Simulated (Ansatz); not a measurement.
## MoS2, space group P-6m2: a phonon calculation by linear response, step by step

Computed with Ansatz's Python interface.

Run as a notebook:

In [1]:
```python
from pathlib import Path

import ansatz as az
import numpy as np
```

In [2]:
```python
vectors = np.array([
    [3.184126, 0.0, 0.0],
    [-1.592063, 2.757534, 0.0],
    [0.0, 0.0, 17.3346],
])
cell = (
    az.Lattice.of(vectors)
    .atom("Mo", (0.0, 0.0, 0.0))
    .atom("S", (1 / 3, 2 / 3, 0.089493))
    .atom("S", (1 / 3, 2 / 3, 0.910507))
)
```

In [3]:
```python
len(cell.resolved().sites)
```
Out [3]:
```text
3
```

In [4]:
```python
setup = (
    cell.calculation()
    .occupations("cold", width=0.15)
    .functional("PBEsol")
    .kpoints(12, 12, 2)
    .phonons("dfpt", points=[(0, 0, 0), (0, 0, 0.5)])
)
done = setup.run(threads=1, pin="off", runs_dir="runs")
ph = done.phonons
```
```text
DeckWarning: basis.ecutwfc = 420 eV, auto-derived from the records' recommended cutoffs: set by Mo (normal level)
```

In [5]:
```python
for q in ph.qpoints:
    thz = np.asarray(q.omega_inv_cm) / 33.35641
    print("q = ({:.2f}, {:.2f}, {:.2f})".format(*q.q_frac), np.round(thz, 2) + 0.0, "THz")
```
```text
q = (0.00, 0.00, 0.00) [ 0.    0.    0.    8.37  8.37 11.29 11.29 12.01 13.84] THz
q = (0.00, 0.00, 0.50) [0.000e+00 0.000e+00 1.000e-02 8.370e+00 8.370e+00 1.129e+01 1.129e+01
 1.201e+01 1.384e+01] THz
```

Reading the output:
- The run is spin-unpolarised.
- The cell isn't relaxed first, so the values belong to this volume.
- The cell holds layers, chains or clusters in vacuum, no bulk phase.
- Points of the mesh across the vacuum add cost only.
- The structure comes from a database of computed cells and needn't be a stable or known phase.
- Warnings are shown shortened and without file and line.
- The structure is taken as given; imaginary modes can come from an unrelaxed or unstable start. Phonons of metals also depend on mesh and smearing.
- Run time: 2.5 min on 1 thread of Arm Neoverse V1 (shared host), peak memory 0.95 GiB.
